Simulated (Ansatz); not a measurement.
# Cl₄H₃NSi₂: one species, many methods

The task here is to estimate one member of a computed series from the others.

The runs use Ansatz 0.2.0, Gaussian basis; functionals in def2-TZVPP, the program's frozen cores in correlated methods.

The runs, in order: PBE-D4, r2SCAN-D4, PBE0-D4, B3LYP-D4, ωB97X-V, ωB97M-V, B2PLYP; CCSD(T)/def2-TZVPP; MP2/def2-QZVPP; extrapolation to the limit.

## The geometry

An earlier PBE0-D4 in a triple-zeta def2 set relaxation fixed the geometry.

SMILES `Cl[SiH2]N[Si](Cl)(Cl)Cl`, 10 atoms, charge 0, spin multiplicity 1.

Atoms are counted from 1 here; the program's logs count them from 0.

Bond lengths: Cl1–Si2 2.053 Å, Si2–N3 1.726 Å, Si2–H8 1.478 Å, Si2–H9 1.474 Å, N3–Si4 1.697 Å, N3–H10 1.012 Å, Si4–Cl5 2.032 Å, Si4–Cl6 2.027 Å, Si4–Cl7 2.033 Å. Angles: Cl1–Si2–N3 112.3°, Cl1–Si2–H8 107.5°, Cl1–Si2–H9 107.1°, N3–Si2–H8 106.7°, N3–Si2–H9 110.4°, H8–Si2–H9 112.9°, Si2–N3–Si4 130.5°, Si2–N3–H10 114.4°, Si4–N3–H10 114.5°, N3–Si4–Cl5 111.4°, N3–Si4–Cl6 108.0°, N3–Si4–Cl7 111.4°, Cl5–Si4–Cl6 109.7°, Cl5–Si4–Cl7 106.9°, Cl6–Si4–Cl7 109.4°.

Set-up of the first run:

in.yaml

```yaml
crystal:
  periodic: [false, false, false]
  atoms:
    - {symbol: Cl, position_ang: [-2.416425, 0.481641, -1.466163]}
    - {symbol: Si, position_ang: [-0.557563, -0.390211, -1.447195]}
    - {symbol: N, position_ang: [0.488140, 0.325635, -0.276083]}
    - {symbol: Si, position_ang: [0.513952, 0.177297, 1.414590]}
    - {symbol: Cl, position_ang: [0.167877, 1.963748, 2.319625]}
    - {symbol: Cl, position_ang: [-0.920871, -1.150897, 1.950355]}
    - {symbol: Cl, position_ang: [2.321452, -0.480152, 2.073546]}
    - {symbol: H, position_ang: [0.058761, -0.151117, -2.769413]}
    - {symbol: H, position_ang: [-0.752450, -1.821688, -1.154847]}
    - {symbol: H, position_ang: [1.097138, 1.045754, -0.644416]}
basis:
  gaussian: {orbitals: def2-TZVPP}
hamiltonian: {xc: pbe, dispersion: d4}
output: {forces: true, orbitals: {seedname: orbitals}}
```

The run is started by

```console
ansatz run in.yaml --threads 2 --pin off --events-out ev --progress --plain --max-ram 32768MiB --backend cuda --devices 0, --max-vram 18GiB
```

Among the steps run: PBE-D4 (GGA); r2SCAN-D4 (meta-GGA); PBE0-D4 (hybrid); B3LYP-D4 (hybrid); ωB97X-V (range-separated); ωB97M-V (range-separated); B2PLYP (double hybrid); CCSD(T) in def2-TZVPP; MP2 in def2-QZVPP.

One table of the session follows, with a row left open; its other results are not shown here.

| method | atomisation energy (kJ/mol) |
| --- | --- |
| PBE-D4 | 3436.0 |
| r2SCAN-D4 | 3417.0 |
| PBE0-D4 | ? |
| B3LYP-D4 | 3363.2 |
| ωB97X-V | 3434.2 |
| ωB97M-V | 3434.7 |
| B2PLYP | 3325.8 |
| HF/def2-TZVPP | 2467.3 |
| MP2/def2-TZVPP | 3393.8 |
| CCSD/def2-TZVPP | 3212.9 |
| CCSD(T)/def2-TZVPP | 3278.5 |
| MP2/CBS | 3526.7 |
| CCSD(T)/CBS | 3411.4 |

**Question.** Estimate the row for PBE0-D4.

**Answer.** atomisation energy (kJ/mol): 3396.9. In the column «atomisation energy (kJ/mol)» it lies between MP2/def2-TZVPP (3393.8) and CCSD(T)/CBS (3411.4).

To keep in mind: Free atoms (4 Cl, 2 Si, 1 N, 3 H) were run apart at each level; the atomisation energy is their sum less the molecule, without zero-point or spin-orbit terms.
